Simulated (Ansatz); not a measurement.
# AlGe+ (singlet): from Hartree-Fock to the top rungs at distance Ge1–Al2 = 5.814 Å, cc-pVDZ

One table from this session's results is given with a row withheld; the runs are named, their logs left out.

Computed with Ansatz 0.2.0, Gaussian basis. Level: cc-pVDZ, core rule «outside noble gas», up to 19 orbitals frozen.

Plan: UHF; CCSD(T) on RHF; CCSD(T) on UHF; BCCD(T) on RHF; CISD; CCSDT(Q) on RHF; CCSDT(Q) on UHF; CCSDTQ on RHF; CASSCF and MRCISD+Q, 2 electrons in 2 orbitals; CASSCF and NEVPT2, 2 electrons in 2 orbitals; CASSCF and MRCISD+Q, 6 electrons in 8 orbitals; CASSCF and NEVPT2, 6 electrons in 8 orbitals; Full CI.

17 further runs of the same task are left out: 15 that didn't finish, 2 set aside as unsound or not needed.

## What is computed

The geometry derives from a PBE0/def2-TZVP stationary point (not a proven minimum). One bond is set to the value named and the two fragments are kept rigid. No spin-orbit coupling is included. The filled d shell of Ge may be among the frozen orbitals whatever the setting's name suggests; the logs give the count.

2 atoms, charge 1, spin multiplicity 1.

Atoms are counted from 1 here; the program's logs count them from 0.

No contacts short enough for the rule that draws bonds.

Set-up of the first run:

File in.yaml:

```yaml
crystal:
  periodic: [false, false, false]
  atoms:
    - {symbol: Ge, position_ang: [0.000000, 0.000000, 0.000000]}
    - {symbol: Al, position_ang: [0.000000, 0.000000, 5.814000]}
basis:
  gaussian: {orbitals: cc-pVDZ}
total_charge: 1
magnetization: {spin_polarized: true, initial_magnetization: 0}
hamiltonian: {xc: hf}
output: {orbitals: {seedname: orbitals}}
```

Run with:

```
ansatz run in.yaml --threads 1 --pin off --events-out ev --progress --plain --max-ram 2393MiB
```

Steps of the session up to this table: UHF; CCSD(T) on RHF; CCSD(T) on UHF; BCCD(T) on RHF; CISD; CCSDT(Q) on RHF; CCSDT(Q) on UHF; CCSDTQ on RHF; CASSCF and MRCISD+Q, 2 electrons in 2 orbitals; CASSCF and NEVPT2, 2 electrons in 2 orbitals; CASSCF and MRCISD+Q, 6 electrons in 8 orbitals; CASSCF and NEVPT2, 6 electrons in 8 orbitals; Full CI.

One of the session's tables, all rows but one given; the rest of the session is left out.

| method | from FCI (kcal/mol) |
| --- | --- |
| RHF | +73.85 |
| RMP2 | +26.52 |
| CISD | ? |
| RCCSD | +2.51 |
| RCCSD(T) | +1.16 |
| BCCD(T) | +1.17 |
| RCCSDT | +0.79 |
| RCCSDT(Q) | +0.33 |
| RCCSDTQ | +0.01 |
| FCI | 0 |

Q: Estimate the row for CISD from the others.

The run gave: from FCI (kcal/mol): +9.36. In the column «from FCI (kcal/mol)» it lies between RCCSD (+2.51) and RMP2 (+26.52).

Not comparable, so not listed: CASSCF and MRCISD+Q, 2 electrons in 2 orbitals (they don't share determinant, frozen orbitals or solution with the rows shown, or repeat one).

To keep in mind: Left out of the table: CASSCF pair, NEVPT2 pair, CASSCF valence, NEVPT2 valence, MRCISD valence, MRCISD+Q valence (the active space lost an orbital or holds another state than full CI finds). Left out of the table: UHF, UMP2, UCCSD, UCCSD(T), UCCSDT, UCCSDT(Q) (another determinant or state than the rows shown). Warnings in the runs' records: passed over end.
